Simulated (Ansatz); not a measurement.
# AuS (rocksalt): equation of state

One table from this session's results is given with a row withheld; the runs are named, their logs left out.

Method: DFT PBEsol, scalar-relativistic, plane waves, PAW, in Ansatz 0.2.0.

1 further run of the same task is left out (set aside as unsound or not needed).

**The structure to begin with**

Symmetry: Fm-3m, No. 225, cubic system. The conventional cell has a = 5.177 Å, b = 5.177 Å, c = 5.177 Å, α = 90.00°, β = 90.00°, γ = 90.00°. Au (site symmetry m-3m) is surrounded by 6 S at 2.59 Å. S (site symmetry m-3m) is surrounded by 6 Au at 2.59 Å.

Coordinates:

```cif
data_structure
_symmetry_space_group_name_H-M 'P 1'
_symmetry_Int_Tables_number 1
_cell_length_a 3.6608
_cell_length_b 3.6608
_cell_length_c 3.6608
_cell_angle_alpha 60.000
_cell_angle_beta 60.000
_cell_angle_gamma 60.000
_cell_volume 34.69
loop_
_atom_site_label
_atom_site_type_symbol
_atom_site_fract_x
_atom_site_fract_y
_atom_site_fract_z
_atom_site_occupancy
Au1 Au 0.50000 0.50000 0.50000 1
S1 S 0.00000 0.00000 0.00000 1
```

This cell comes from an earlier session at PBEsol: 17.346 Å³/atom at 0.00 GPa, on a 10×10×10 mesh.

Volume factors to run: 0.980, 1.020, 0.960, 1.040.

Set-up of the first run:

Input file input.yaml:

```yaml
crystal:
  lattice:
    - [0.0, 2.5712326433, 2.5712326433]
    - [2.5712326433, 0.0, 2.5712326433]
    - [2.5712326433, 2.5712326433, 0.0]
  atoms:
    - { symbol: Au, position: [0.5, 0.5, 0.5] }
    - { symbol: S, position: [0.0, 0.0, 0.0] }
basis:
  ecutwfc: 420
  ecutrho_ratio: 4
kpoints:
  mp_grid: { grid: [10, 10, 10] }
hamiltonian:
  xc: pbesol
scf:
  occupations: { method: gaussian, width: 0.05 }
output:
  forces: true
  stress: true
  eigenvalues: true
```

The run is started by

```bash
> ansatz run input.yaml --threads 4 --pin off --max-ram 4096MiB --backend cpu --events-out ev --progress --plain --runs-dir out
```

Steps of the session up to this table: At 0.980 of the relaxed volume; Scaling the volume by 1.020; Scaling the volume by 0.960; Scaling the volume by 1.040.

One table of the session follows, with a row left open; its other results are not shown here.

It belongs to the step «Energy and pressure against volume». 

```
volume (Å³/atom)  energy (meV/atom)  pressure (GPa)
          16.652              11.80            5.62
          16.999                  ?               ?
          17.346               0.00            0.00
          17.693               2.57           -2.36
          18.040               9.97           -4.45
```

**Question.** Estimate the row for volume (Å³/atom) = 16.999.

Worked estimate for «energy (meV/atom)». A straight line through the neighbours (16.652, 11.80) and (17.346, 0.00) gives 11.80 + (0.00 − 11.80) × (16.999 − 16.652) / (17.346 − 16.652) = 5.90; a parabola fitted to 3 rows on both sides gives 3.08.

**Answer.** energy (meV/atom): 2.85; pressure (GPa): 2.64. In «energy (meV/atom)» the line misses by +3.05 and the parabola by +0.23.
